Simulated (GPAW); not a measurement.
A run of GPAW 26.7.0 is set up as follows.

File run.py:

```python
from ase.dft.bandgap import bandgap
from ase.io import read, write
from ase.units import GPa
from gpaw import GPAW, PW

atoms = read('NbTe.cif')

calc = GPAW(mode=PW(450),
            xc='RPBE',
            kpts={'size': (7, 7, 6), 'gamma': True},
            occupations={'name': 'fermi-dirac', 'width': 0.05},
            setups={'Nb': ':d,5.3'},
            nbands=20,
            maxiter=120,
            txt='gpaw.txt')
atoms.calc = calc
energy = atoms.get_potential_energy()
forces = atoms.get_forces()
stress = atoms.get_stress()
calc.write('gs.gpw')
write('result.traj', atoms)
print(f'Energy: {energy:.6f} eV')
print('Forces (eV/A):')
print(forces.round(4))
print('Stress (GPa):', (stress / GPa).round(3))
print('Fermi level:', round(calc.get_fermi_level(), 4), 'eV')
print(f'Gap: {bandgap(calc)[0]:.4f} eV, direct: {bandgap(calc, direct=True)[0]:.4f} eV')
```

Contents of NbTe.cif:

```cif
data_NbTe
_cell_length_a 3.70297439
_cell_length_b 3.70297439
_cell_length_c 3.69421100
_cell_angle_alpha 90.00000000
_cell_angle_beta 90.00000000
_cell_angle_gamma 120.00000000
_space_group_name_H-M_alt 'P1'
_space_group_name_Hall 'P 1'
_space_group_IT_number 1
loop_
_space_group_symop_operation_xyz
'x,y,z'
loop_
_atom_site_label
_atom_site_type_symbol
_atom_site_symmetry_multiplicity
_atom_site_Wyckoff_symbol
_atom_site_fract_x
_atom_site_fract_y
_atom_site_fract_z
_atom_site_occupancy
Te1 Te 1 a 0.6666666667 0.3333333333 0.0000000000 1
Nb1 Nb 1 a 0.0000000000 0.0000000000 0.5000000000 1
```

Potentials or basis: the program's PAW data sets (release 1.2.1) made for this functional, pw.

Command:

```bash
$ OMP_NUM_THREADS=1 python run.py
```

Question: What does it give for the band gap on the k mesh?

Answer: None (metal or under the smearing width).

Question: Estimate the pressure.

Answer: 3.4 GPa.

Stress tensor (GPa, compression positive):
```
2.25 0.00 0.00
0.00 2.25 0.00
0.00 0.00 5.79
```

Caveat: the cutoff is short for stress and forces, so pressures can be off by a GPa or more; U without spin polarisation on a metal has little footing; the U is typed as a test and isn't derived for this compound. The run has no spin-orbit coupling, so splittings on Te are missing.
